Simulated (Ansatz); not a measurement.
# The cluster Si₂₁H₃₂O: one molecule under many settings

Aim: run the cluster Si₂₁H₃₂O under a spread of inputs, and see what each costs and gives.

Computed with Ansatz 0.2.0, Gaussian basis. Level: the settings change from run to run.

**1. The molecule**

An earlier PBE-D4/def2-SVP relaxation fixed the geometry.

54 atoms, charge 0, spin multiplicity 1.

Atoms are counted from 1 here; the program's logs count them from 0.

Bond lengths: Si1–Si13 2.355 Å, Si1–Si14 2.346 Å, Si1–H23 1.512 Å, Si1–H24 1.507 Å, Si2–Si12 2.343 Å, Si2–Si16 2.367 Å, Si2–H25 1.521 Å, Si2–H26 1.504 Å, Si3–Si15 2.343 Å, Si3–Si17 2.351 Å, Si3–H27 1.511 Å, Si3–H28 1.507 Å, Si4–Si13 2.362 Å, Si4–Si18 2.345 Å, Si4–Si19 2.361 Å, Si4–H29 1.517 Å, Si5–Si15 2.359 Å, Si5–Si18 2.339 Å and more. Angles: Si13–Si1–Si14 116.0°, Si13–Si1–H23 101.5°, Si13–Si1–H24 111.1°, Si14–Si1–H23 108.2°, Si14–Si1–H24 112.0°, H23–Si1–H24 107.3°, Si12–Si2–Si16 114.9°, Si12–Si2–H25 88.9°, Si12–Si2–H26 113.5°, Si16–Si2–H25 108.6°, Si16–Si2–H26 119.2°, H25–Si2–H26 106.9°, Si15–Si3–Si17 109.2°, Si15–Si3–H27 101.7°, Si15–Si3–H28 114.2°, Si17–Si3–H27 109.0°, Si17–Si3–H28 114.5°, H27–Si3–H28 107.4° and more.

**2. SVWN5/def2-mTZVP**

This run has unrestricted orbitals, density fitting with def2-universal-jkfit.

in.yaml

```yaml
crystal:
  periodic: [false, false, false]
  atoms:
    - {symbol: Si, position_ang: [-3.623331, 1.510255, -0.408388]}
    - {symbol: Si, position_ang: [-1.928383, -3.328242, 1.951140]}
    - {symbol: Si, position_ang: [0.899213, -3.374813, -0.451552]}
    - {symbol: Si, position_ang: [-1.480331, 1.509969, -3.597204]}
    - {symbol: Si, position_ang: [1.007829, -1.032427, -3.371784]}
    - {symbol: O, position_ang: [-1.663950, -1.238346, -1.114502]}
    - {symbol: Si, position_ang: [-0.838887, 1.095391, 2.635633]}
    - {symbol: Si, position_ang: [0.724325, -0.668151, 2.433594]}
    - {symbol: Si, position_ang: [0.420628, 1.464353, -0.587915]}
    - {symbol: Si, position_ang: [3.511244, -0.682134, -0.643471]}
    - {symbol: Si, position_ang: [3.209003, 2.146005, 2.411897]}
    - {symbol: Si, position_ang: [-2.587255, -1.768062, 0.332652]}
    - {symbol: Si, position_ang: [-2.561225, 0.141760, -2.003974]}
    - {symbol: Si, position_ang: [-2.241307, 2.398526, 1.266357]}
    - {symbol: Si, position_ang: [-0.463625, -2.272271, -2.006223]}
    - {symbol: Si, position_ang: [-0.216850, -2.589405, 3.410410]}
    - {symbol: Si, position_ang: [2.048077, -1.778922, 0.836808]}
    - {symbol: Si, position_ang: [-0.257262, 0.079103, -4.995557]}
    - {symbol: Si, position_ang: [-0.225887, 3.001401, -2.264000]}
    - {symbol: Si, position_ang: [2.081558, 0.563090, -2.008706]}
    - {symbol: Si, position_ang: [2.404449, 0.348154, 3.736032]}
    - {symbol: Si, position_ang: [1.881406, 2.932131, 0.599405]}
    - {symbol: H, position_ang: [-4.113145, 2.651851, -1.270490]}
    - {symbol: H, position_ang: [-4.838671, 0.828777, 0.166196]}
    - {symbol: H, position_ang: [-3.270746, -3.135286, 2.639733]}
    - {symbol: H, position_ang: [-1.897085, -4.742499, 1.441641]}
    - {symbol: H, position_ang: [1.884951, -4.078083, -1.354562]}
    - {symbol: H, position_ang: [0.189518, -4.434016, 0.351954]}
    - {symbol: H, position_ang: [-2.719574, 2.031238, -4.300742]}
    - {symbol: H, position_ang: [1.867284, -2.147353, -3.929469]}
    - {symbol: H, position_ang: [-1.676135, 0.617943, 3.812380]}
    - {symbol: H, position_ang: [0.042313, 2.188874, 3.216044]}
    - {symbol: H, position_ang: [4.290219, -1.774266, -1.338961]}
    - {symbol: H, position_ang: [4.476704, 0.167064, 0.140436]}
    - {symbol: H, position_ang: [4.562149, 1.716370, 1.899065]}
    - {symbol: H, position_ang: [3.456076, 3.310091, 3.345564]}
    - {symbol: H, position_ang: [-3.907876, -2.171429, -0.263061]}
    - {symbol: H, position_ang: [-2.752130, -0.486641, 1.096051]}
    - {symbol: H, position_ang: [-3.586031, -0.745274, -2.678984]}
    - {symbol: H, position_ang: [-3.200864, 3.006143, 2.279491]}
    - {symbol: H, position_ang: [-1.460622, 3.544637, 0.685598]}
    - {symbol: H, position_ang: [-1.382589, -3.190071, -2.774726]}
    - {symbol: H, position_ang: [0.791369, -3.705367, 3.518613]}
    - {symbol: H, position_ang: [-0.873912, -2.388985, 4.752710]}
    - {symbol: H, position_ang: [2.869400, -2.635158, 1.781520]}
    - {symbol: H, position_ang: [-1.158676, -0.847768, -5.772547]}
    - {symbol: H, position_ang: [0.621888, 0.841175, -5.952257]}
    - {symbol: H, position_ang: [0.800462, 3.691558, -3.135756]}
    - {symbol: H, position_ang: [-1.217870, 4.054141, -1.822116]}
    - {symbol: H, position_ang: [2.876335, 1.455730, -2.941625]}
    - {symbol: H, position_ang: [1.816686, 0.845917, 5.032509]}
    - {symbol: H, position_ang: [3.512769, -0.624478, 4.059312]}
    - {symbol: H, position_ang: [1.050348, 4.041222, 1.209192]}
    - {symbol: H, position_ang: [2.894824, 3.621679, -0.292966]}
basis:
  gaussian: {orbitals: def2-mTZVP, fitting: {mean_field: def2-universal-jkfit}}
magnetization: {spin_polarized: true, initial_magnetization: 0}
hamiltonian: {xc: {name: SVWN5}}
scf: {omitted_lower_state_checks: [starts]}
output: {forces: true}
```

The run is started by

```
$ ansatz run in.yaml --threads 2 --pin off --events-out ev --progress --plain --max-ram 32768MiB --backend cuda --devices 0, --max-vram 18GiB
```

Output, cut to the lines that bear on the results:

```text
Functional definition: SVWN5
  name "SVWN5"
  cite "Dirac, Proc. Camb. Phil. Soc. 26, 376 (1930) doi:10.1017/S0305004100016108"
  cite "Slater, Phys. Rev. 81, 385 (1951) doi:10.1103/PhysRev.81.385"
  cite "Vosko, Wilk & Nusair, Can. J. Phys. 58, 1200 (1980) doi:10.1139/p80-159"
[...]
3341 factors; integrals over basis functions are off by at most 8.6e-1 eV
[...]
mean field -167327.09271772 eV, -6149.1572389992 hartree, gradient 6.3e-5 eV, S^2 0.000000; 0 other end points of the search recorded, 0 dependent functions left out
[...]
reference -167327.09281956 eV, -6149.1572427418 hartree; 167, 167 occupied and 415, 415 virtual orbitals, 3341 factors
Total energy: -167327.09281956 eV, -6149.1572427418 hartree
Atom 0 at    -3.623331     1.510255    -0.408388 Å, force     0.211856    -0.091987     0.027336 eV/Å
Atom 1 at    -1.928383    -3.328242     1.951140 Å, force     0.039490     0.152417     0.001332 eV/Å
Atom 2 at     0.899213    -3.374813    -0.451552 Å, force    -0.036646     0.217483    -0.017842 eV/Å
Atom 3 at    -1.480331     1.509969    -3.597204 Å, force     0.106695    -0.110986     0.106713 eV/Å
Atom 4 at     1.007829    -1.032427    -3.371784 Å, force    -0.152720     0.134121     0.058083 eV/Å
Atom 5 at    -1.663950    -1.238346    -1.114502 Å, force    -0.151414    -0.098066     0.008781 eV/Å
Atom 6 at    -0.838887     1.095391     2.635633 Å, force     0.014771     0.025417    -0.098733 eV/Å
[...]
Atom 38 at    -3.586031    -0.745274    -2.678984 Å, force     0.079827     0.023267     0.066776 eV/Å
Atom 39 at    -3.200864     3.006143     2.279491 Å, force     0.092270    -0.041417    -0.087841 eV/Å
Atom 40 at    -1.460622     3.544637     0.685598 Å, force    -0.016352    -0.081924     0.010992 eV/Å
Atom 41 at    -1.382589    -3.190071    -2.774726 Å, force     0.030393     0.069517     0.055443 eV/Å
Atom 42 at     0.791369    -3.705367     3.518613 Å, force    -0.066332     0.087159    -0.012523 eV/Å
Atom 43 at    -0.873912    -2.388985     4.752710 Å, force     0.051197    -0.014610    -0.106159 eV/Å
Atom 44 at     2.869400    -2.635158     1.781520 Å, force    -0.052729     0.053838    -0.030831 eV/Å
Atom 45 at    -1.158676    -0.847768    -5.772547 Å, force     0.066215     0.070095     0.057336 eV/Å
Atom 46 at     0.621888     0.841175    -5.952257 Å, force    -0.065527    -0.056221     0.062689 eV/Å
Atom 47 at     0.800462     3.691558    -3.135756 Å, force    -0.069399    -0.056753     0.065578 eV/Å
Atom 48 at    -1.217870     4.054141    -1.822116 Å, force     0.051774    -0.059007    -0.010603 eV/Å
Atom 49 at     2.876335     1.455730    -2.941625 Å, force    -0.053278    -0.038358     0.053014 eV/Å
Atom 50 at     1.816686     0.845917     5.032509 Å, force     0.037277    -0.035329    -0.090765 eV/Å
Atom 51 at     3.512769    -0.624478     4.059312 Å, force    -0.079920     0.060411    -0.022030 eV/Å
Atom 52 at     1.050348     4.041222     1.209192 Å, force     0.038608    -0.077933    -0.042154 eV/Å
Atom 53 at     2.894824     3.621679    -0.292966 Å, force    -0.073985    -0.045796     0.050346 eV/Å
Dipole moment:    -0.614653    -0.952577    -0.214578 e Å
Checks for a lower state left out: starts
```

It took 19 s on 1 × H100 (card shared with other runs) with 2 threads of AMD EPYC 7R13, shared host; peak host memory 1.2 GiB.

Largest force 0.555 eV/Å, dipole 5.54 D, ⟨S²⟩ 0.000.

**3. r2SCAN50/def2-SVP**

Set apart from the defaults: unrestricted orbitals, density fitting with def2-universal-jkfit, D3(BJ) dispersion.

in.yaml, as its differences from that of step 2:

```diff
@@ -58,6 +58,4 @@
 basis:
-  gaussian: {orbitals: def2-mTZVP, fitting: {mean_field: def2-universal-jkfit}}
+  gaussian: {orbitals: def2-SVP, fitting: {mean_field: def2-universal-jkfit}}
 magnetization: {spin_polarized: true, initial_magnetization: 0}
-hamiltonian: {xc: {name: SVWN5}}
-scf: {omitted_lower_state_checks: [starts]}
-output: {forces: true}
+hamiltonian: {xc: {name: r2SCAN50}, dispersion: d3bj}
```

Launched as before.

Output, cut to the lines that bear on the results:

```text
Warning: the engine holds no damping parameters fitted to this dispersion correction and functional, so the run takes those fitted to r2scan50 beside the three-body term, which d3bj leaves out (hamiltonian.dispersion, under Limitations)
Functional definition: r2SCAN50
  name "r2SCAN50"
  cite "Bursch, Neugebauer, Ehlert & Grimme, J. Chem. Phys. 156, 134105 (2022) doi:10.1063/5.0086040"
  cite "Furness, Kaplan, Ning, Perdew & Sun, J. Phys. Chem. Lett. 11, 8208 (2020) doi:10.1021/acs.jpclett.0c02405"
  cite "Furness, Kaplan, Ning, Perdew & Sun, J. Phys. Chem. Lett. 11, 9248 (2020) doi:10.1021/acs.jpclett.0c03077"
  parent r2scan
[...]
3341 factors; integrals over basis functions are off by at most 3.2e-1 eV
[...]
mean field -167929.23003163 eV, -6171.2853771421 hartree, gradient 2.8e-5 eV, S^2 0.000000; 0 other end points of the search recorded, 0 dependent functions left out
reference -167929.23004841 eV, -6171.2853777585 hartree; 167, 167 occupied and 385, 385 virtual orbitals, 3341 factors
Total energy: -167931.18477885 eV, -6171.3572127774 hartree
```

Wall time 24 s (1 × H100 (card shared with other runs) with 2 threads of AMD EPYC 7R13, shared host); peak host memory 1.6 GiB.

⟨S²⟩ 0.000.

**4. r2SCAN/def2-SVP**

Set apart from the defaults: multiplicity 3, density fitting with def2-universal-jkfit, rVV10 dispersion.

in.yaml, as its differences from that of step 3:

```diff
@@ -59,3 +59,4 @@
   gaussian: {orbitals: def2-SVP, fitting: {mean_field: def2-universal-jkfit}}
-magnetization: {spin_polarized: true, initial_magnetization: 0}
-hamiltonian: {xc: {name: r2SCAN50}, dispersion: d3bj}
+magnetization: {spin_polarized: true, initial_magnetization: 2}
+hamiltonian: {xc: {name: r2SCAN}, dispersion: rvv10}
+output: {forces: true}
```

The command is unchanged.

Output, cut to the lines that bear on the results:

```text
Functional definition: r2SCAN+rVV10
  name "r2SCAN+rVV10"
  cite "Furness, Kaplan, Ning, Perdew & Sun, J. Phys. Chem. Lett. 11, 8208 (2020) doi:10.1021/acs.jpclett.0c02405"
  cite "Furness, Kaplan, Ning, Perdew & Sun, J. Phys. Chem. Lett. 11, 9248 (2020) doi:10.1021/acs.jpclett.0c03077"
  cite "Vydrov & Van Voorhis, J. Chem. Phys. 133, 244103 (2010) doi:10.1063/1.3521275"
  cite "Sabatini, Gorni & de Gironcoli, Phys. Rev. B 87, 041108(R) (2013) doi:10.1103/PhysRevB.87.041108"
  cite "Ning et al., Phys. Rev. B 106, 075422 (2022) doi:10.1103/PhysRevB.106.075422"
  parent "r2scan"
[...]
3341 factors; integrals over basis functions are off by at most 3.2e-1 eV
[...]
mean field -167918.65581735 eV, -6170.8967819348 hartree, gradient 3.8e-5 eV, S^2 2.011228; 4 other end points of the search recorded, 0 dependent functions left out
[...]
Atom 44 at     2.869400    -2.635158     1.781520 Å, force    -0.047481     0.192875    -0.066285 eV/Å
Atom 45 at    -1.158676    -0.847768    -5.772547 Å, force     0.098501     0.111242     0.119308 eV/Å
Atom 46 at     0.621888     0.841175    -5.952257 Å, force    -0.092730    -0.070542     0.015010 eV/Å
Atom 47 at     0.800462     3.691558    -3.135756 Å, force     0.112326    -0.223047     0.413753 eV/Å
Atom 48 at    -1.217870     4.054141    -1.822116 Å, force     0.215773    -0.110899     0.031939 eV/Å
Atom 49 at     2.876335     1.455730    -2.941625 Å, force    -0.318498     0.169270     0.295404 eV/Å
Atom 50 at     1.816686     0.845917     5.032509 Å, force     0.075660    -0.023111    -0.161470 eV/Å
Atom 51 at     3.512769    -0.624478     4.059312 Å, force    -0.120646     0.132679    -0.069640 eV/Å
Atom 52 at     1.050348     4.041222     1.209192 Å, force     0.093196    -0.148104    -0.130567 eV/Å
Atom 53 at     2.894824     3.621679    -0.292966 Å, force    -0.245661    -0.232633    -0.129761 eV/Å
Dipole moment:     0.054466    -0.119085     0.032467 e Å
```

Run time: 77 s. Hardware: 1 × H100 (card shared with other runs) with 2 threads of AMD EPYC 7R13, shared host; peak host memory 1.8 GiB.

Largest force 1.747 eV/Å, dipole 0.65 D, ⟨S²⟩ 2.011.

**5. PBE0/6-31G***

Options: density fitting with def2-universal-jkfit.

in.yaml, as its differences from that of step 4:

```diff
@@ -58,5 +58,4 @@
 basis:
-  gaussian: {orbitals: def2-SVP, fitting: {mean_field: def2-universal-jkfit}}
-magnetization: {spin_polarized: true, initial_magnetization: 2}
-hamiltonian: {xc: {name: r2SCAN}, dispersion: rvv10}
-output: {forces: true}
+  gaussian: {orbitals: "6-31G*", fitting: {mean_field: def2-universal-jkfit}}
+hamiltonian: {xc: {name: PBE0}}
+scf: {omitted_lower_state_checks: [starts]}
```

The command is unchanged.

Output, cut to the lines that bear on the results:

```text
Functional definition: PBE0
  name "PBE0"
  cite "Adamo & Barone, J. Chem. Phys. 110, 6158 (1999) doi:10.1063/1.478522"
  cite "Perdew, Burke & Ernzerhof, Phys. Rev. Lett. 77, 3865 (1996) doi:10.1103/PhysRevLett.77.3865"
  parent pbe
[...]
3341 factors; integrals over basis functions are off by at most 7.3e-2 eV
[...]
mean field -167921.27255976 eV, -6170.9929454445 hartree, gradient 1.8e-5 eV, S^2 0.000000; 0 other end points of the search recorded, 0 dependent functions left out
reference -167921.27263061 eV, -6170.9929480484 hartree; 167, 167 occupied and 311, 311 virtual orbitals, 3341 factors
Total energy: -167921.27263061 eV, -6170.9929480484 hartree
Checks for a lower state left out: starts
```

Run time: 12 s. Hardware: 1 × H100 (card shared with other runs) with 2 threads of AMD EPYC 7R13, shared host; peak host memory 1.1 GiB.

**6. The runs in one table**

| level | charge | multiplicity | geometry | functions | energy (eV) | time |
| --- | --- | --- | --- | --- | --- | --- |
| SVWN5/def2-mTZVP | 0 | 1 | relaxed | 582 | -167327.093 | 19 s |
| r2SCAN50/def2-SVP | 0 | 1 | relaxed | 552 | -167931.185 | 24 s |
| r2SCAN/def2-SVP | 0 | 3 | relaxed | 552 | -167918.656 | 77 s |
| PBE0/6-31G* | 0 | 1 | relaxed | 478 | -167921.273 | 12 s |

**7. What came out**

| quantity | value |
| --- | --- |
| runs | 4 |
| quickest | PBE0/6-31G*, 12 s |
| slowest | r2SCAN/def2-SVP, 77 s |
| spread of total energies, same state and geometry | 604.1 eV |

**Reading.** Run time spans a factor of 7, from PBE0/6-31G* to r2SCAN/def2-SVP. The jobs differ in tasks and options as well as level. The totals spread over 604 eV; they can't be compared across methods or bases. At the PBE-D4/def2-SVP geometry and in the same state, runs without warnings or point charges leave forces up to 0.55 eV/Å (SVWN5/def2-mTZVP).
